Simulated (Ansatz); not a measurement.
# CH4B2O: shift of H8 from B3 to B2, part 2 of 2

Aim: the minimum-energy path and barrier of the shift of H8 from B3 to B2. The ends are relaxed first, then joined by a nudged elastic band. SMILES of the start: CB1BO1.

Ansatz 0.2.0; RKS BHLYP/def2-mTZVP. The steps go on from the part before.

## (6) Vibrations at the top

The geometry is the highest inner image of the first converged band.

File input.yaml:

```yaml
crystal:
  periodic: [false, false, false]
  atoms:
    - { symbol: C, position_ang: [-0.402045, 0.817242, -0.69845] }
    - { symbol: B, position_ang: [0.174089, -0.226366, 0.281839] }
    - { symbol: B, position_ang: [0.755192, -1.506411, 1.338361] }
    - { symbol: O, position_ang: [1.23888, -0.231696, 1.070445] }
    - { symbol: H, position_ang: [-0.160613, 1.831602, -0.393182] }
    - { symbol: H, position_ang: [0.058267, 0.65803, -1.671806] }
    - { symbol: H, position_ang: [-1.470748, 0.734565, -0.842593] }
    - { symbol: H, position_ang: [-0.193032, -2.076966, 0.915375] }
basis:
  gaussian: { orbitals: def2-mTZVP }
hamiltonian:
  xc: { name: BHLYP }
phonons: {}
```

On the command line:

```console
$ ansatz run input.yaml --threads 2 --pin off --max-ram 3072MiB --backend cpu --events-out ev --progress --plain --runs-dir out
```

Output, cut to the lines that bear on the results:

```text
Warning: RAYON_NUM_THREADS=2 ignored (pool sized by the plan → 2); use --threads N
[...]
Functional definition: BHLYP
[...]
951 factors; integrals over basis functions are off by at most 5.4e-4 eV
[...]
mean field -4498.64070709 eV, -165.3219966974 hartree, gradient 5.9e-5 eV, S^2 0.000000; 0 other end points of the search recorded, 0 dependent functions left out
[...]
reference -4498.64088132 eV, -165.3220031004 hartree; 14, 14 occupied and 79, 79 virtual orbitals, 951 factors
[...]
951 factors; integrals over basis functions are off by at most 5.4e-4 eV
[...]
mean field -4498.64053362 eV, -165.3219903224 hartree, gradient 2.3e-6 eV, S^2 0.000000; 0 other end points of the search recorded, 0 dependent functions left out
[...]
reference -4498.64070787 eV, -165.3219967261 hartree; 14, 14 occupied and 79, 79 virtual orbitals, 951 factors
[...]
951 factors; integrals over basis functions are off by at most 5.4e-4 eV
[...]
WARN: phonons: modes at or below zero, which the zero-point energy, F, S and C_V leave out: 1, the lowest at -1158.92 cm⁻¹. A minimum has none, and a first-order saddle one
[...]
Total energy: -4498.64088132 eV, -165.3220031004 hartree
Atom 0 at    -0.402045     0.817242    -0.698450 Å, force    -0.001676    -0.006301     0.000921 eV/Å
Atom 1 at     0.174089    -0.226366     0.281839 Å, force     0.014551     0.014490    -0.002232 eV/Å
Atom 2 at     0.755192    -1.506411     1.338361 Å, force    -0.009688    -0.016728     0.001976 eV/Å
Atom 3 at     1.238880    -0.231696     1.070445 Å, force    -0.002766     0.008648    -0.002738 eV/Å
Atom 4 at    -0.160613     1.831602    -0.393182 Å, force    -0.000295     0.001836    -0.000791 eV/Å
Atom 5 at     0.058267     0.658030    -1.671806 Å, force    -0.001514    -0.000313    -0.000550 eV/Å
Atom 6 at    -1.470748     0.734565    -0.842593 Å, force    -0.000748    -0.000706     0.001736 eV/Å
Atom 7 at    -0.193032    -2.076966     0.915375 Å, force     0.002136    -0.000926     0.001676 eV/Å
Dipole moment:    -0.338262     0.316815    -0.429935 e Å
Vibrations: -1158.92 50.54 272.53 296.14 572.17 786.16 871.57 919.82 993.09 1178.48 1406.81 1515.20 1531.00 1551.08 2764.73 3104.01 3154.74 3202.41 cm⁻¹, zero-point energy 1.498380 eV
```

Run time: 1.8 min. Hardware: 2 threads of AMD EPYC 7R43 (Zen 3), shared host; peak memory 0.17 GiB.

Of 18 modes, 1 is imaginary by more than 30 cm⁻¹ (1159i cm⁻¹).

## (7) Dynamics from the top

It starts at the highest inner image of the first converged band: 200 steps of 0.5 fs at constant energy, with velocities drawn for 300 K.

Changes to input.yaml since step 6:

```diff
@@ -15,2 +15,8 @@
   xc: { name: BHLYP }
-phonons: {}
+md:
+  timestep: 0.5
+  n_steps: 200
+  ensemble: nve
+  temperature: 300.0
+  initial_velocities: maxwell_boltzmann
+  seed: 4037
```

On the command line:

```console
$ ansatz run input.yaml --threads 2 --pin off --max-ram 3072MiB --backend cpu --events-out ev --progress --plain --runs-dir out
```

Output, cut to the lines that bear on the results:

```text
Warning: RAYON_NUM_THREADS=2 ignored (pool sized by the plan → 2); use --threads N
[...]
[... 1 set-up line as earlier in the session ...]
[...]
951 factors; integrals over basis functions are off by at most 5.4e-4 eV
[...]
mean field -4498.64070709 eV, -165.3219966974 hartree, gradient 5.9e-5 eV, S^2 0.000000; 0 other end points of the search recorded, 0 dependent functions left out
[...]
reference -4498.64088132 eV, -165.3220031004 hartree; 14, 14 occupied and 79, 79 virtual orbitals, 951 factors
md step     0: t =     0.00 fs  T =   300.0 K  F+E_penalty+E_count = -4498.64070709 eV  E_kin = 0.232668 eV  conserved = -4498.40803909 eV  (27 SCF iters)
[...]
md step    24: t =    12.00 fs  T =   403.2 K  F+E_penalty+E_count = -4498.71982809 eV  E_kin = 0.312728 eV  conserved = -4498.40710015 eV  (28 SCF iters)
[...]
md step    48: t =    24.00 fs  T =  1673.5 K  F+E_penalty+E_count = -4499.70884695 eV  E_kin = 1.297938 eV  conserved = -4498.41090857 eV  (25 SCF iters)
[...]
md step    72: t =    36.00 fs  T =  2309.5 K  F+E_penalty+E_count = -4500.20436267 eV  E_kin = 1.791190 eV  conserved = -4498.41317307 eV  (26 SCF iters)
[...]
md step    96: t =    48.00 fs  T =  1978.3 K  F+E_penalty+E_count = -4499.93985888 eV  E_kin = 1.534253 eV  conserved = -4498.40560582 eV  (27 SCF iters)
md step    97: t =    48.50 fs  T =  2035.5 K  F+E_penalty+E_count = -4499.98518353 eV  E_kin = 1.578614 eV  conserved = -4498.40656931 eV  (26 SCF iters)
md step    98: t =    49.00 fs  T =  2140.4 K  F+E_penalty+E_count = -4500.06826947 eV  E_kin = 1.660039 eV  conserved = -4498.40823058 eV  (26 SCF iters)
```

## (8) The log goes on: dynamics from the highest image of the converged band

The log, continued, cut to the lines that bear on the results:

```text
md step    99: t =    49.50 fs  T =  2262.2 K  F+E_penalty+E_count = -4500.16410989 eV  E_kin = 1.754508 eV  conserved = -4498.40960220 eV  (26 SCF iters)
[...]
md step   124: t =    62.00 fs  T =  2520.8 K  F+E_penalty+E_count = -4500.36562573 eV  E_kin = 1.955067 eV  conserved = -4498.41055843 eV  (25 SCF iters)
[...]
md step   149: t =    74.50 fs  T =  2593.0 K  F+E_penalty+E_count = -4500.42032364 eV  E_kin = 2.011035 eV  conserved = -4498.40928863 eV  (25 SCF iters)
[...]
md step   174: t =    87.00 fs  T =  2542.6 K  F+E_penalty+E_count = -4500.38185911 eV  E_kin = 1.971937 eV  conserved = -4498.40992223 eV  (25 SCF iters)
[...]
md step   199: t =    99.50 fs  T =  1997.4 K  F+E_penalty+E_count = -4499.95868680 eV  E_kin = 1.549105 eV  conserved = -4498.40958160 eV  (26 SCF iters)
[...]
md step   200: t =   100.00 fs  T =  1844.3 K  F+E_penalty+E_count = -4499.83929790 eV  E_kin = 1.430329 eV  conserved = -4498.40896874 eV  (27 SCF iters)
Total energy: -4499.83946734 eV, -165.3660503242 hartree
Atom 0 at     0.179638     1.010025    -0.346331 Å, force    -0.577439     0.784334    -1.427958 eV/Å
Atom 1 at    -0.168295    -0.544248     0.038416 Å, force    -2.708951     3.784907    -5.646719 eV/Å
Atom 2 at     1.483005    -0.304965     1.332463 Å, force    -0.182519    -1.254266     0.699035 eV/Å
Atom 3 at     0.452884    -1.117247     1.005613 Å, force     2.485150    -1.305134     2.924691 eV/Å
Atom 4 at     0.801006     1.687034     0.232604 Å, force    -0.112895    -0.428133     0.399152 eV/Å
Atom 5 at     0.620055     1.131125    -1.371835 Å, force    -0.327330    -0.752116     0.790421 eV/Å
Atom 6 at    -0.770256     1.563246    -0.495412 Å, force     0.280775    -0.497164     0.312176 eV/Å
Atom 7 at    -1.006143    -0.951340    -0.850498 Å, force     1.143210    -0.332428     1.949202 eV/Å
Dipole moment:    -0.285408     0.032829    -0.196287 e Å
```

Run time: 6.5 min. Hardware: 2 threads of AMD EPYC 7R43 (Zen 3), shared host; peak memory 0.17 GiB.

## (9) Frames and traces

The trajectory, every 8 steps (energies from step 0):

```tsv
time (fs)	T (K)	potential energy change (meV/atom)	total energy change (meV/atom)	H8–B3 (Å)	H8–B2 (Å)
0.0	300	0.0	0.00	1.18	1.99
4.0	174	12.3	0.09	1.20	2.03
8.0	122	17.4	0.15	1.20	1.99
12.0	403	-9.9	0.12	1.25	1.85
16.0	1165	-83.7	0.09	1.38	1.54
20.0	1660	-132.3	-0.41	1.73	1.08
24.0	1674	-133.5	-0.36	2.24	1.24
28.0	1122	-79.5	0.18	2.54	1.46
32.0	2234	-188.2	-0.65	2.40	1.20
36.0	2310	-195.5	-0.64	2.20	1.09
40.0	1768	-142.1	0.18	2.31	1.41
44.0	2133	-177.9	-0.17	2.58	1.31
48.0	1978	-162.4	0.30	2.93	1.07
52.0	2558	-219.1	-0.18	3.34	1.29
56.0	2410	-204.5	0.05	3.43	1.30
60.0	2529	-216.1	-0.02	3.26	1.07
64.0	2156	-180.0	-0.05	3.28	1.24
68.0	1932	-158.2	0.05	3.39	1.29
72.0	2469	-210.3	-0.03	3.47	1.13
76.0	2545	-217.8	-0.16	3.61	1.24
80.0	2127	-176.9	0.23	3.55	1.24
84.0	3088	-270.6	-0.33	3.38	1.10
88.0	2032	-167.9	0.00	3.42	1.24
92.0	1152	-82.5	0.14	3.39	1.23
96.0	2041	-168.8	-0.10	3.31	1.11
100.0	1844	-149.8	-0.12	3.37	1.29
```

time (fs), T (K) and a bar:
```
      0.0        300 ##
      4.5        170 
      8.5        142 
     13.0        507 ####
     17.5       1591 #################
     21.5       1411 ###############
     26.0       1267 #############
     30.5       1734 ##################
     35.0       1994 #####################
     39.0       1962 #####################
     43.5       2048 ######################
     48.0       1978 #####################
     52.0       2558 ############################
     56.5       2434 ##########################
     61.0       2519 ###########################
     65.0       1913 ####################
     69.5       2230 ########################
     74.0       2578 ############################
     78.5       2214 ########################
     82.5       2749 ##############################
     87.0       2543 ############################
     91.5       1101 ###########
     95.5       1916 ####################
    100.0       1844 ####################
```

Bonds that form or break, judged by distance (formed within 1.15 times the sum of covalent radii and held on average over 12 fs, broken when stretched by half; pairs already stretched at the start don't count as bonds):

```tsv
time (fs)	bond	event
18.5	B2–H8	forms
20.5	B3–H8	breaks
49.0	B2–B3	breaks
```

The last frame stands with the bonds of end B.

## (10) A trajectory let go at the top

It starts at the highest inner image of the first converged band: 200 steps of 0.5 fs at constant energy, with velocities drawn for 100 K.

Changes to input.yaml since step 7:

```diff
@@ -19,4 +19,4 @@
   ensemble: nve
-  temperature: 300.0
+  temperature: 100.0
   initial_velocities: maxwell_boltzmann
-  seed: 4037
+  seed: 4038
```

On the command line:

```console
$ ansatz run input.yaml --threads 2 --pin off --max-ram 3072MiB --backend cpu --events-out ev --progress --plain --runs-dir out
```

Output, cut to the lines that bear on the results:

```text
Warning: RAYON_NUM_THREADS=2 ignored (pool sized by the plan → 2); use --threads N
[...]
[... 1 set-up line as earlier in the session ...]
[...]
951 factors; integrals over basis functions are off by at most 5.4e-4 eV
[...]
mean field -4498.64070709 eV, -165.3219966974 hartree, gradient 5.9e-5 eV, S^2 0.000000; 0 other end points of the search recorded, 0 dependent functions left out
[...]
reference -4498.64088132 eV, -165.3220031004 hartree; 14, 14 occupied and 79, 79 virtual orbitals, 951 factors
md step     0: t =     0.00 fs  T =   100.0 K  F+E_penalty+E_count = -4498.64070709 eV  E_kin = 0.077556 eV  conserved = -4498.56315109 eV  (27 SCF iters)
[...]
md step    24: t =    12.00 fs  T =   360.1 K  F+E_penalty+E_count = -4498.84147146 eV  E_kin = 0.279250 eV  conserved = -4498.56222180 eV  (30 SCF iters)
[...]
md step    48: t =    24.00 fs  T =  2235.7 K  F+E_penalty+E_count = -4500.29789566 eV  E_kin = 1.733932 eV  conserved = -4498.56396394 eV  (27 SCF iters)
[...]
md step    72: t =    36.00 fs  T =  1947.3 K  F+E_penalty+E_count = -4500.07748064 eV  E_kin = 1.510236 eV  conserved = -4498.56724475 eV  (26 SCF iters)
[...]
md step    96: t =    48.00 fs  T =  1786.8 K  F+E_penalty+E_count = -4499.94877137 eV  E_kin = 1.385734 eV  conserved = -4498.56303726 eV  (29 SCF iters)
md step    97: t =    48.50 fs  T =  1709.4 K  F+E_penalty+E_count = -4499.88939701 eV  E_kin = 1.325731 eV  conserved = -4498.56366630 eV  (29 SCF iters)
md step    98: t =    49.00 fs  T =  1635.3 K  F+E_penalty+E_count = -4499.83236387 eV  E_kin = 1.268289 eV  conserved = -4498.56407522 eV  (29 SCF iters)
```

## (11) The log goes on: dynamics from the highest image of the converged band

The log, continued, cut to the lines that bear on the results:

```text
md step    99: t =    49.50 fs  T =  1556.9 K  F+E_penalty+E_count = -4499.77163495 eV  E_kin = 1.207466 eV  conserved = -4498.56416886 eV  (28 SCF iters)
[...]
md step   124: t =    62.00 fs  T =  2209.5 K  F+E_penalty+E_count = -4500.27956004 eV  E_kin = 1.713590 eV  conserved = -4498.56597009 eV  (29 SCF iters)
[...]
md step   149: t =    74.50 fs  T =  2572.0 K  F+E_penalty+E_count = -4500.56617687 eV  E_kin = 1.994755 eV  conserved = -4498.57142200 eV  (27 SCF iters)
[...]
md step   174: t =    87.00 fs  T =  1288.8 K  F+E_penalty+E_count = -4499.56246491 eV  E_kin = 0.999518 eV  conserved = -4498.56294730 eV  (28 SCF iters)
[...]
md step   199: t =    99.50 fs  T =  1377.8 K  F+E_penalty+E_count = -4499.63451726 eV  E_kin = 1.068586 eV  conserved = -4498.56593127 eV  (28 SCF iters)
[...]
md step   200: t =   100.00 fs  T =  1299.8 K  F+E_penalty+E_count = -4499.57316941 eV  E_kin = 1.008100 eV  conserved = -4498.56506909 eV  (27 SCF iters)
Total energy: -4499.57333508 eV, -165.3562701438 hartree
Atom 0 at    -0.486223     0.815095    -0.747768 Å, force     2.838647    -0.219315     1.528346 eV/Å
Atom 1 at    -0.024025    -0.296767     0.230448 Å, force    -0.393158     1.869378    -1.579218 eV/Å
Atom 2 at     0.607357    -1.265730     1.177732 Å, force    -1.021570    -6.839690     3.329875 eV/Å
Atom 3 at     1.457503    -0.344242     1.184766 Å, force     0.006267     3.632367    -2.094929 eV/Å
Atom 4 at    -0.273007     1.643935    -0.080407 Å, force    -0.972514     0.856358    -0.006797 eV/Å
Atom 5 at     0.449092     0.927811    -1.299970 Å, force    -0.233384    -0.092812    -0.876944 eV/Å
Atom 6 at    -1.352724     0.916984    -1.382397 Å, force    -0.037328    -0.432220     0.494038 eV/Å
Atom 7 at     0.653589    -2.355691     1.817472 Å, force    -0.186960     1.225934    -0.794373 eV/Å
Dipole moment:    -0.399836     0.299973    -0.430714 e Å
```

It took 4.6 min on 2 threads of AMD EPYC 7R43 (Zen 3), shared host; peak memory 0.19 GiB.

## (12) Frames and traces

The trajectory, every 15 steps (energies from step 0):

```tsv
time (fs)	T (K)	potential energy change (meV/atom)	total energy change (meV/atom)	H8–B3 (Å)	H8–B2 (Å)
0.0	100	0.0	0.00	1.18	1.99
7.5	68	3.1	0.07	1.19	2.08
15.0	1127	-99.4	0.14	1.17	2.36
22.5	2531	-235.9	-0.23	1.46	2.96
30.0	1216	-108.5	-0.31	1.13	2.52
37.5	1692	-154.3	-0.05	1.40	2.97
45.0	2568	-239.6	-0.37	1.19	2.92
52.5	1082	-95.2	0.00	1.28	2.48
60.0	2173	-201.3	-0.38	1.16	2.56
67.5	1231	-109.6	0.08	1.26	2.92
75.0	2175	-201.8	-0.65	1.26	2.82
82.5	2534	-236.3	-0.26	1.07	2.71
90.0	1367	-122.8	0.01	1.37	2.93
97.5	1301	-116.7	-0.26	1.07	2.51
100.0	1300	-116.6	-0.24	1.26	2.69
```

time (fs), T (K) and a bar:
```
      0.0        100 
      4.5         74 
      8.5         89 
     13.0        519 #####
     17.5       2236 #######################
     21.5       2728 #############################
     26.0       2050 #####################
     30.5       1001 ##########
     35.0       1941 ####################
     39.0       1641 #################
     43.5       2696 ############################
     48.0       1787 ##################
     52.0       1141 ###########
     56.5       1272 #############
     61.0       2281 ########################
     65.0       1437 ###############
     69.5       1663 #################
     74.0       2867 ##############################
     78.5       1778 ##################
     82.5       2534 ##########################
     87.0       1289 #############
     91.5       1742 ##################
     95.5       1417 ##############
    100.0       1300 #############
```

The last frame stands with the bonds of end A.

## (13) Outcome

This closing draws on all 2 parts.

```
                         quantity                               value
                            end A             3 moves, 0.033 eV lower
                            end B            11 moves, 4.195 eV lower
                 barrier forwards                             2.83 eV
                barrier backwards                             2.55 eV
     second end relative to first                           +0.281 eV
                    highest image              4 of 0 to 10, climbing
                  band iterations                                   9
       imaginary modes at the top                          1159i cm⁻¹
trajectory at 300 K, after 100 fs  with the bonds of end B, at 1844 K
trajectory at 100 K, after 100 fs  with the bonds of end A, at 1300 K
```

In words: Along this path the system climbs 2.83 eV from the first end (110 kT at 300 K), which at an assumed attempt frequency of 10^13 s⁻¹ means a rate near 10^-35 s⁻¹. Going back costs 2.55 eV, since the second end is 0.28 eV above the first. By distance, end A alone has B2–B3, B3–H8 and end B alone has B2–H8. One imaginary mode, as a first-order saddle point has. Zero-point energy and entropy are left out. Tunnelling, which matters where hydrogen moves, is missing too.
